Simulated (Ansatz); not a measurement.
# CH₆BGaO: shape, modes and thermochemistry

Aim: relax CH₆BGaO from a cheap starting geometry, then compute its harmonic vibrations to see whether it is a minimum and to get the zero-point energy and entropy, and look at its orbitals and charge.

The runs use Ansatz 0.2.0, Gaussian basis; RKS PBE0-D4/def2-TZVP.

Plan: relaxation at PBE0-D4/def2-TZVP; harmonic vibrations at the same level; a single point in def2-TZVPP for the fields.

### Step 1. The system as given

10 atoms, charge 0, spin multiplicity 1.

Atoms are counted from 1 here; the program's logs count them from 0.

Bond lengths: B1–C2 1.565 Å, B1–H5 1.169 Å, B1–H6 1.167 Å, C2–O3 1.427 Å, C2–H7 1.101 Å, C2–H8 1.100 Å, O3–Ga4 1.699 Å, Ga4–H9 1.556 Å, Ga4–H10 1.538 Å. Angles: C2–B1–H5 120.3°, C2–B1–H6 118.0°, H5–B1–H6 121.7°, B1–C2–O3 117.4°, B1–C2–H7 108.7°, B1–C2–H8 110.1°, O3–C2–H7 107.0°, O3–C2–H8 108.1°, H7–C2–H8 104.8°, C2–O3–Ga4 158.7°, O3–Ga4–H9 124.9°, O3–Ga4–H10 109.5°, H9–Ga4–H10 125.5°.

As a file:

```
B    -0.6072    1.6504    0.0588
C    -0.9816    0.1726   -0.2951
O    -0.0145   -0.8361   -0.0059
Ga    1.5102   -1.5382    0.2559
H     0.4195    1.8940    0.5619
H    -1.3792    2.4874   -0.1978
H    -1.9013   -0.0981    0.2455
H    -1.2471    0.0952   -1.3594
H     2.8661   -0.9066   -0.1723
H     1.3351   -2.9204    0.9083
```

The start is a GFN2-xTB geometry.

### Step 2. Relaxation at PBE0-D4/def2-TZVP

The input, in.yaml:

```yaml
crystal:
  periodic: [false, false, false]
  atoms:
    - {symbol: B, position_ang: [-0.607250, 1.650360, 0.058790]}
    - {symbol: C, position_ang: [-0.981580, 0.172570, -0.295060]}
    - {symbol: O, position_ang: [-0.014490, -0.836080, -0.005880]}
    - {symbol: Ga, position_ang: [1.510200, -1.538250, 0.255860]}
    - {symbol: H, position_ang: [0.419490, 1.893970, 0.561940]}
    - {symbol: H, position_ang: [-1.379170, 2.487410, -0.197760]}
    - {symbol: H, position_ang: [-1.901320, -0.098140, 0.245540]}
    - {symbol: H, position_ang: [-1.247120, 0.095190, -1.359360]}
    - {symbol: H, position_ang: [2.866140, -0.906640, -0.172340]}
    - {symbol: H, position_ang: [1.335100, -2.920390, 0.908290]}
basis:
  gaussian: {orbitals: def2-TZVP}
hamiltonian: {xc: pbe0, dispersion: d4}
relax: {f_tol: 0.005, max_steps: 150}
```

The run is started by

```
$ ansatz run in.yaml --threads 4 --pin off --events-out ev --progress --plain --max-ram 10444MiB
```

The runs that follow: Force constants and modes; A single point for the fields.

**Question.** What will the summary of the whole plan be? Wanted: point group; shift from the start; total energy; dispersion term; dipole moment; lowest, highest wavenumber; zero-point energy; HOMO, LUMO.

**Answer**, as computed:

| quantity | value |
| --- | --- |
| point group | C1 |
| steps | 17 |
| shift from the start (rms) | 0.465 Å |
| total energy | -56225.3963 eV |
| dispersion term | -156 meV |
| dipole moment | 0.77 D |
| lowest, highest wavenumber | 86, 2968 cm⁻¹ |
| zero-point energy | 40.5 kcal/mol |
| entropy at 298.15 K | 336.4 J/(mol K) |
| HOMO, LUMO | -7.64, -1.42 eV |

**Reading.** The atoms moved 0.46 Å (rms) from the start; the bond that changed most is O3–Ga4, from 1.699 to 1.786 Å. No mode is imaginary: a true minimum at this level. The stiffest mode, 2968 cm⁻¹, is a C–H stretch, and 3 modes under 200 cm⁻¹ make the vibrational entropy uncertain. Harmonic hybrid wavenumbers usually lie a few per cent above measured fundamentals. The largest Mulliken charge, -0.38 e, sits on O3. The HOMO lies mostly on O3 54 %; C2 12 % and the LUMO on B1 44 %; H5, H6 about 14 % each.
